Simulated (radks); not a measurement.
**The series with 8 electrons, O to V¹⁵⁺**

What does a rising nuclear charge do to the levels of a fixed set of electrons? The series is run ion by ion, each ion in its NIST ground configuration.

The numbers are computed with radks (a radial shooting solver on a logarithmic mesh, Libxc functionals) version 1 (scalar-relativistic Kohn-Sham, r2SCAN, spin-polarised, spherical densities, finite nucleus; open shells are filled with parallel spins first), except any that are marked as measured or tabulated.

## 1. The atom as given

| Property | Result |
| --- | --- |
| electrons | 8 |
| ions | O, F⁺, Ne²⁺, Mg⁴⁺, Al⁵⁺, Si⁶⁺, P⁷⁺, S⁸⁺, Cl⁹⁺, Ar¹⁰⁺, K¹¹⁺, Ca¹²⁺, Sc¹³⁺, Ti¹⁴⁺, V¹⁵⁺ |
| configuration | NIST ground configuration of each |

## 2. O, [He] 2s2 2p4

The run's settings:

```text
Z 8
configuration [He] 2s2 2p4
relativity scalar-relativistic
functional r2scan,r2scan
spin polarised
nucleus finite rms 2.6991 fm
c 137.035999084
```

## 3. F⁺, [He] 2s2 2p4

The run's settings:

```text
Z 9
configuration [He] 2s2 2p4 3s0 3p0
relativity scalar-relativistic
functional r2scan,r2scan
spin polarised
nucleus finite rms 2.8976 fm
c 137.035999084
```

## 4. Ne²⁺, [He] 2s2 2p4

The run's settings:

```text
Z 10
configuration [He] 2s2 2p4 3s0 3p0
relativity scalar-relativistic
functional r2scan,r2scan
spin polarised
nucleus finite rms 3.0055 fm
c 137.035999084
```

## 5. Mg⁴⁺, [He] 2s2 2p4

The run's settings:

```text
Z 12
configuration [He] 2s2 2p4 3s0 3p0
relativity scalar-relativistic
functional r2scan,r2scan
spin polarised
nucleus finite rms 3.057 fm
c 137.035999084
```

## 6. Al⁵⁺, [He] 2s2 2p4

The run's settings:

```text
Z 13
configuration [He] 2s2 2p4 3s0 3p0
relativity scalar-relativistic
functional r2scan,r2scan
spin polarised
nucleus finite rms 3.061 fm
c 137.035999084
```

## 7. Si⁶⁺, [He] 2s2 2p4

The run's settings:

```text
Z 14
configuration [He] 2s2 2p4 3s0 3p0
relativity scalar-relativistic
functional r2scan,r2scan
spin polarised
nucleus finite rms 3.1224 fm
c 137.035999084
```

## 8. P⁷⁺, [He] 2s2 2p4

The run's settings:

```text
Z 15
configuration [He] 2s2 2p4 3s0 3p0
relativity scalar-relativistic
functional r2scan,r2scan
spin polarised
nucleus finite rms 3.1889 fm
c 137.035999084
```

## 9. S⁸⁺, [He] 2s2 2p4

The run's settings:

```text
Z 16
configuration [He] 2s2 2p4 3s0 3p0
relativity scalar-relativistic
functional r2scan,r2scan
spin polarised
nucleus finite rms 3.2611 fm
c 137.035999084
```

## 10. Cl⁹⁺, [He] 2s2 2p4

The run's settings:

```text
Z 17
configuration [He] 2s2 2p4 3s0 3p0
relativity scalar-relativistic
functional r2scan,r2scan
spin polarised
nucleus finite rms 3.3654 fm
c 137.035999084
```

## 11. Ar¹⁰⁺, [He] 2s2 2p4

The run's settings:

```text
Z 18
configuration [He] 2s2 2p4 3s0 3p0
relativity scalar-relativistic
functional r2scan,r2scan
spin polarised
nucleus finite rms 3.4274 fm
c 137.035999084
```

## 12. K¹¹⁺, [He] 2s2 2p4

The run's settings:

```text
Z 19
configuration [He] 2s2 2p4 3s0 3p0
relativity scalar-relativistic
functional r2scan,r2scan
spin polarised
nucleus finite rms 3.4349 fm
c 137.035999084
```

## 13. Ca¹²⁺, [He] 2s2 2p4

The run's settings:

```text
Z 20
configuration [He] 2s2 2p4 3s0 3p0
relativity scalar-relativistic
functional r2scan,r2scan
spin polarised
nucleus finite rms 3.4776 fm
c 137.035999084
```

## 14. Sc¹³⁺, [He] 2s2 2p4

The run's settings:

```text
Z 21
configuration [He] 2s2 2p4 3s0 3p0
relativity scalar-relativistic
functional r2scan,r2scan
spin polarised
nucleus finite rms 3.5459 fm
c 137.035999084
```

## 15. Ti¹⁴⁺, [He] 2s2 2p4

The run's settings:

```text
Z 22
configuration [He] 2s2 2p4 3s0 3p0
relativity scalar-relativistic
functional r2scan,r2scan
spin polarised
nucleus finite rms 3.5921 fm
c 137.035999084
```

## 16. V¹⁵⁺, [He] 2s2 2p4

The run's settings:

```text
Z 23
configuration [He] 2s2 2p4 3s0 3p0
relativity scalar-relativistic
functional r2scan,r2scan
spin polarised
nucleus finite rms 3.6002 fm
c 137.035999084
```

What does the calculation give? Wanted: for each run, ion; E; ε(1s down); ε(2s up); ε(2s down); ε(2p up); ε(2p down); <r>(2p down).

The runs gave:

```
  ion  E (hartree)  ε(1s down) (eV)  ε(2s up) (eV)  ε(2s down) (eV)  ε(2p up) (eV)  ε(2p down) (eV)  <r>(2p down) (bohr)
    O    -75.09032          -518.90        -26.982          -22.744        -10.955           -6.785                1.354
   F⁺    -99.14502          -688.98        -51.189          -46.128        -30.942          -25.582                1.018
 Ne²⁺   -126.73483          -886.97        -82.704          -76.785        -58.159          -51.622               0.8318
 Mg⁴⁺   -192.51066          -1365.9        -166.83          -159.19        -133.56          -124.69               0.6158
 Al⁵⁺   -230.70118          -1646.8        -219.32          -210.82        -181.63          -171.59               0.5462
 Si⁶⁺   -272.43252          -1955.2        -278.74          -269.39        -236.59          -225.38               0.4910
  P⁷⁺   -317.71031          -2291.3        -345.10          -334.89        -298.41          -286.05               0.4462
  S⁸⁺   -366.54100          -2655.1        -418.39          -407.33        -367.10          -353.57               0.4089
 Cl⁹⁺   -418.93176          -3046.7        -498.62          -486.72        -442.66          -427.97               0.3774
Ar¹⁰⁺   -474.89043          -3466.0        -585.82          -573.06        -525.10          -509.24               0.3505
 K¹¹⁺   -534.42551          -3913.2        -680.00          -666.39        -614.40          -597.38               0.3271
Ca¹²⁺   -597.54607          -4388.3        -781.18          -766.72        -710.59          -692.40               0.3067
Sc¹³⁺   -664.26181          -4891.4        -889.38          -874.06        -813.66          -794.31               0.2887
Ti¹⁴⁺   -734.58310          -5422.6        -1004.6          -988.45        -923.63          -903.12               0.2727
 V¹⁵⁺   -808.52089          -5982.0        -1126.9          -1109.9        -1040.5          -1018.8               0.2583
```

From O to V¹⁵⁺ the 2p down level deepens by a factor 150 and shrinks by a factor 5.24. The order of these tabulated levels, which need not hold every outer shell, does not change along the series.
